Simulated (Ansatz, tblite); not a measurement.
# [Al(H2S)(H2O)5]3+ (AlH12O5S (+3)): a ladder of methods and basis sets

One table from this session's results is given with a row withheld; the runs are named, their logs left out.

Program: Ansatz 0.2.0, Gaussian basis. Level of theory: as each input shows. These are calculated values, not measurements.

The runs, in order: GFN1-xTB, GFN2-xTB, PBE-D4/def2-TZVP, r2SCAN-D4/def2-TZVP, B3LYP-D4/def2-TZVP, HSE06-D4/def2-TZVP, BLYP-D4/def2-TZVP, PBE-D4/def2-SVP, PBE0-D4/def2-SVP, HF/STO-3G, HF/6-31G, B3LYP-D4/6-31G, CCSD(T)/def2-SVP, MP2/def2-TZVP, RPA/def2-TZVP.

2 further runs of the same task are left out: 2 set aside as unsound or not needed.

## The structure

The geometry is that of the singlet, from an earlier relaxation (PBE-D4/def2-SVP).

19 atoms, charge 3, spin multiplicity 1.

Bond lengths: Al1–S2 2.483 Å, Al1–O5 1.948 Å, Al1–O8 1.947 Å, Al1–O11 1.953 Å, Al1–O14 1.949 Å, Al1–O17 1.949 Å, S2–H3 1.371 Å, S2–H4 1.371 Å, O5–H6 0.987 Å, O5–H7 0.987 Å, O8–H9 0.988 Å, O8–H10 0.986 Å, O11–H12 0.987 Å, O11–H13 0.988 Å, O14–H15 0.987 Å, O14–H16 0.987 Å, O17–H18 0.987 Å, O17–H19 0.987 Å. Angles: S2–Al1–O5 175.1°, S2–Al1–O8 95.8°, S2–Al1–O11 85.5°, S2–Al1–O14 91.5°, S2–Al1–O17 91.7°, O5–Al1–O8 89.1°, O5–Al1–O11 89.6°, O5–Al1–O14 88.3°, O5–Al1–O17 88.4°, O8–Al1–O11 178.7°, O8–Al1–O14 90.5°, O8–Al1–O17 90.5°, O11–Al1–O14 89.5°, O11–Al1–O17 89.4°, O14–Al1–O17 176.5°, Al1–S2–H3 108.4°, Al1–S2–H4 108.4°, H3–S2–H4 96.1° and more.

The ion is computed in the gas phase, without counter-ions or solvent.

PBE0-D4/def2-TZVP was run before; its log isn't repeated, and its numbers join the tables.

The first run:

Tight binding, by tblite at 300 K electronic temperature and without a spin-polarisation term:

```python
tblite.interface.Calculator('GFN1-xTB', numbers, positions, charge=3, uhf=0).singlepoint()
```

Tight binding, by tblite at 300 K electronic temperature and without a spin-polarisation term:

```python
tblite.interface.Calculator('GFN2-xTB', numbers, positions, charge=3, uhf=0).singlepoint()
```

start.molden holds the orbitals of an earlier run on this state, given as this run's starting guess.

File in.yaml:

```yaml
crystal:
  periodic: [false, false, false]
  atoms:
    - {symbol: Al, position_ang: [-0.034957, 0.005327, -0.051721]}
    - {symbol: S, position_ang: [-0.358153, -0.155637, 2.404701]}
    - {symbol: H, position_ang: [0.336043, -1.246297, 2.861217]}
    - {symbol: H, position_ang: [0.435971, 0.785186, 3.008128]}
    - {symbol: O, position_ang: [0.051427, 0.142375, -1.993226]}
    - {symbol: H, position_ang: [0.040044, -0.604631, -2.637855]}
    - {symbol: H, position_ang: [0.094827, 0.973557, -2.523280]}
    - {symbol: O, position_ang: [1.909954, -0.068220, -0.000592]}
    - {symbol: H, position_ang: [2.504390, -0.032298, -0.788999]}
    - {symbol: H, position_ang: [2.499359, -0.147404, 0.786244]}
    - {symbol: O, position_ang: [-1.984450, 0.081664, -0.147572]}
    - {symbol: H, position_ang: [-2.526861, 0.157995, -0.969195]}
    - {symbol: H, position_ang: [-2.622170, 0.053435, 0.606743]}
    - {symbol: O, position_ang: [0.018730, 1.952007, 0.030870]}
    - {symbol: H, position_ang: [0.819126, 2.521674, 0.122151]}
    - {symbol: H, position_ang: [-0.760507, 2.556284, 0.072884]}
    - {symbol: O, position_ang: [-0.120167, -1.931856, -0.248370]}
    - {symbol: H, position_ang: [-0.940142, -2.479419, -0.291779]}
    - {symbol: H, position_ang: [0.637545, -2.563741, -0.240349]}
basis:
  gaussian: {orbitals: def2-TZVP, initial_orbitals: start.molden}
total_charge: 3
hamiltonian: {xc: pbe, dispersion: d4}
scf: {omitted_lower_state_checks: [starts]}
output: {orbitals: {seedname: orbitals}}
```

On the command line:

```
ansatz run in.yaml --threads 4 --pin off --events-out ev --progress --plain --max-ram 4787MiB
```

Steps of the session up to this table: PBE-D4/def2-TZVP; r2SCAN-D4/def2-TZVP; B3LYP-D4/def2-TZVP; HSE06-D4/def2-TZVP; BLYP-D4/def2-TZVP; PBE-D4/def2-SVP; PBE0-D4/def2-SVP; HF/STO-3G; HF/6-31G; B3LYP-D4/6-31G; CCSD(T)/def2-SVP; MP2/def2-TZVP; RPA/def2-TZVP.

One of the session's tables, all rows but one given; the rest of the session is left out.

```
              level  HOMO (eV)  LUMO (eV)  gap (eV)
          HF/STO-3G     -22.36      -6.16     16.19
           HF/6-31G     -24.11      -9.18     14.93
    PBE-D4/def2-SVP     -19.95     -13.62      6.33
   PBE-D4/def2-TZVP     -19.99     -13.86      6.14
  BLYP-D4/def2-TZVP     -19.81     -13.87      5.95
r2SCAN-D4/def2-TZVP     -20.25     -13.19      7.06
     B3LYP-D4/6-31G     -20.84     -13.18      7.66
 B3LYP-D4/def2-TZVP          ?          ?         ?
   PBE0-D4/def2-SVP     -21.25     -12.60      8.66
  PBE0-D4/def2-TZVP     -21.26     -12.85      8.41
 HSE06-D4/def2-TZVP     -20.86     -13.22      7.63
```

Q: Estimate the row for B3LYP-D4/def2-TZVP from the others.

**Answer.** HOMO (eV): -20.99; LUMO (eV): -13.23; gap (eV): 7.76. In the column «HOMO (eV)» it lies between PBE0-D4/def2-SVP (-21.25) and HSE06-D4/def2-TZVP (-20.86).
